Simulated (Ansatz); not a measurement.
# BeCd3S2: the cost of one run

Method: DFT PBE, scalar-relativistic, plane waves, PAW, in Ansatz 0.2.0.

## (1) The structure to begin with

The structure is tetragonal, space group P-4m2 (No. 115). The conventional cell has a = 4.658 Å, b = 4.658 Å, c = 6.634 Å, α = 90.00°, β = 90.00°, γ = 90.00°. Be (site symmetry -4m2) is surrounded by 4 S at 2.79 Å. Around Cd (site symmetry -4m2) lie 4 S at 2.93 Å and 6 Cd at 3.29 to 3.32 Å. Cd (site symmetry -4m2) has 4 S at 2.93 Å and 4 Cd at 3.29 Å and 2 Be at 3.32 Å in its first shell of neighbours. Cd (site symmetry -4m2) is surrounded by 4 S at 2.79 Å. S (site symmetry 2mm) has 2 Be at 2.79 Å and 6 Cd at 2.79 to 2.93 Å in its first shell of neighbours.

Coordinates:

```
Be Cd S
1.0
     4.65849    0.00000    0.00000
     0.00000    4.65849    0.00000
     0.00000    0.00000    6.63404
Be Cd S
1 3 2
Cartesian
  0.0000 0.0000 3.3170
  2.3292 2.3292 0.0000
  0.0000 0.0000 0.0000
  2.3292 2.3292 3.3170
  0.0000 2.3292 1.7773
  2.3292 0.0000 4.8567
```

Recipe of the guess: species swapped into a database cell of Li3MnAs2 (P-4m2, No. 115), with Cd on the Li sites, Be on the Mn sites and S on the As sites. The dimensions are guesses.

## (2) Probe: one point on a coarse mesh

File input.yaml:

```yaml
crystal:
  lattice:
    - [4.6584921, 0.0, 0.0]
    - [0.0, 4.6584921, 0.0]
    - [0.0, 0.0, 6.63403951]
  atoms:
    - { symbol: Be, position: [0.0, 0.0, 0.5] }
    - { symbol: Cd, position: [0.5, 0.5, 0.0] }
    - { symbol: Cd, position: [0.0, 0.0, 0.0] }
    - { symbol: Cd, position: [0.5, 0.5, 0.5] }
    - { symbol: S, position: [0.0, 0.5, 0.26791] }
    - { symbol: S, position: [0.5, 0.0, 0.73209] }
basis:
  ecutwfc: 420
kpoints:
  mp_grid: { grid: [4, 4, 4] }
hamiltonian:
  xc: pbe
scf:
  occupations: { method: gaussian, width: 0.1 }
  lower_state_search: "off"
output:
  forces: true
  stress: true
  eigenvalues: true
```

Command:

```console
> ansatz run input.yaml --threads 1 --pin off --max-ram 2560MiB --backend cpu --events-out ev --progress --plain --runs-dir out
```

What time and memory should one allow on 1 thread of Arm Neoverse V1, shared host?

About 9.3 s, with a peak of 0.36 GiB.
